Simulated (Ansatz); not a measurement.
# LiSe+ (triplet): from Hartree-Fock to the top rungs, cc-pVDZ

How much of the correlation energy of LiSe+ (triplet) does each wave-function method recover here?

Computed with Ansatz 0.2.0, Gaussian basis. Level: cc-pVDZ, core rule «outside noble gas», up to 15 orbitals frozen.

To be run: UHF; CCSD(T) on ROHF; CCSD(T) on UHF; BCCD(T) on ROHF; CISD; CCSDT(Q) on ROHF; CCSDT(Q) on UHF; CISDTQ; Full CI.

13 further runs of the same task are left out: 4 for a known fault of the program, 1 for a mislabelled method, 5 that didn't finish, 3 set aside as unsound or not needed.

## (1) The system

The geometry is a PBE0/def2-TZVP stationary point (not a proven minimum) of the parent state, kept for this charge and spin. No spin-orbit coupling is included. The filled d shell of Se may be among the frozen orbitals whatever the setting's name suggests; the logs give the count.

2 atoms, charge 1, spin multiplicity 3.

Atoms are counted from 1 here; the program's logs count them from 0.

Bond lengths: Se1–Li2 2.561 Å.

## (2) UHF

in.yaml reads:

```yaml
crystal:
  periodic: [false, false, false]
  atoms:
    - {symbol: Se, position_ang: [0.000000, 0.000000, 0.000000]}
    - {symbol: Li, position_ang: [0.000000, 0.000000, 2.560600]}
basis:
  gaussian: {orbitals: cc-pVDZ}
total_charge: 1
magnetization: {spin_polarized: true, initial_magnetization: 2}
hamiltonian: {xc: hf}
output: {orbitals: {seedname: orbitals}}
```

Launch:

```
> ansatz run in.yaml --threads 1 --pin off --events-out ev --progress --plain --max-ram 2393MiB
```

After this run come: CCSD(T) on ROHF; CCSD(T) on UHF; BCCD(T) on ROHF; CISD; CCSDT(Q) on ROHF; CCSDT(Q) on UHF; CISDTQ; Full CI.

Q: Predict the results of all the runs planned. Wanted: FCI below the RHF energy; RMP2 from FCI; UMP2 from FCI; RCCSD from FCI; RCCSD(T) from FCI; UCCSD(T) from FCI; RCCSDT(Q) from FCI; UCCSDT(Q) from FCI; T1 diagnostic.

The runs gave:

| quantity | value |
| --- | --- |
| FCI below the RHF energy | -2.5819 eV |
| RMP2 from FCI | +10.82 kcal/mol |
| UMP2 from FCI | +11.08 kcal/mol |
| RCCSD from FCI | +1.08 kcal/mol |
| RCCSD(T) from FCI | +0.25 kcal/mol |
| UCCSD(T) from FCI | +0.07 kcal/mol |
| RCCSDT(Q) from FCI | 0.00 kcal/mol |
| UCCSDT(Q) from FCI | -0.17 kcal/mol |
| levels within 1 kcal/mol (43 meV) | UCCSD, RCCSD(T), UCCSD(T), BCCD(T), RCCSDT, UCCSDT, CISDTQ, RCCSDT(Q), UCCSDT(Q) |
| T1 diagnostic | 0.015 |
| effectively unpaired electrons | 2.02 |

In words: RCCSD(T) misses by +0.25 kcal/mol, 0.4 % of the correlation energy. UCCSDT, UCCSDT(Q) fall below full CI: unrestricted runs freeze a spin-polarised core, another one than full CI's, and coupled cluster isn't variational. One determinant dominates. These misses are within one basis, not against nature; the frozen cores of restricted and unrestricted runs differ, which can shift their rows.
